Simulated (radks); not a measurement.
# Dy inside a hard spherical wall

The task here is to estimate one member of a computed series from the others.

The numbers are computed with radks (a radial shooting solver on a logarithmic mesh, Libxc functionals) version 1 (scalar-relativistic Kohn-Sham, r2SCAN, spin-unpolarised, spherical densities, finite nucleus), except any that are marked as measured or tabulated.

### Starting point

| Property | Result |
| --- | --- |
| element | dysprosium (Z = 66) |
| charge | 0 |
| electrons | 66 |
| configuration | [Xe] 4f10 6s2 |
| nuclear rms radius | 5.2218 fm |

The outer shells:

Dy
```
[Xe] core
4f [↑↓][↑↓][↑↓][↑ ][↑ ][↑ ][↑ ]
6s [↑↓]
```

Set-up of the first run:

Input:

```text
Z 66
configuration [Xe] 4f10 6s2 5d0 6p0 7s0
relativity scalar-relativistic
functional r2scan,r2scan
spin unpolarised
nucleus finite rms 5.2218 fm
c 137.035999084
```

Among the steps run: The free atom; Wall at 20 bohr; Wall at 10 bohr; Wall at 8 bohr; Wall at 7 bohr; Wall at 6 bohr; Wall at 5 bohr; Wall at 4 bohr; Wall at 3.5 bohr.

One of the session's tables, all rows but one given; the rest of the session is left out.

```
R (bohr)  E − E(free) (eV)  ε(4f) (eV)  ε(6p, empty) (eV)  ε(5d, empty) (eV)  ε(7s, empty) (eV)
    free             0.000      -3.001             -1.039             -1.001                  -
      20             0.000      -3.001             -1.038             -1.001              1.229
      10             0.069      -2.839             -0.737             -0.842              3.602
       8                 ?           ?                  ?                  ?                  ?
       7             1.208      -1.714              1.320              0.273             11.515
       6             3.073      -0.674              3.649              1.378             18.889
       5             8.090       1.165              8.693              3.479             33.197
       4            23.848       5.053             21.190              8.170             64.734
     3.5            44.707       9.078             34.651             13.107             95.855
```

**Question.** Estimate the row for R (bohr) = 8.

Worked estimate for «E − E(free) (eV)». A straight line through the neighbours (10, 0.069) and (7, 1.208) gives 0.069 + (1.208 − 0.069) × (8 − 10) / (7 − 10) = 0.828; a parabola fitted to 4 rows on both sides gives 1.062.

As computed: E − E(free) (eV): 0.474; ε(4f) (eV): -2.319; ε(6p, empty) (eV): 0.163; ε(5d, empty) (eV): -0.337; ε(7s, empty) (eV): 7.412. In «E − E(free) (eV)» the line misses by +0.354 and the parabola by +0.588. Between these rows the values bend or scatter more than so simple an estimate can follow.

From R = 5 bohr inwards the highest occupied level lies above zero, pushed up by confinement. Shells are not refilled when levels cross, and a hard wall is a model, not a crystal.
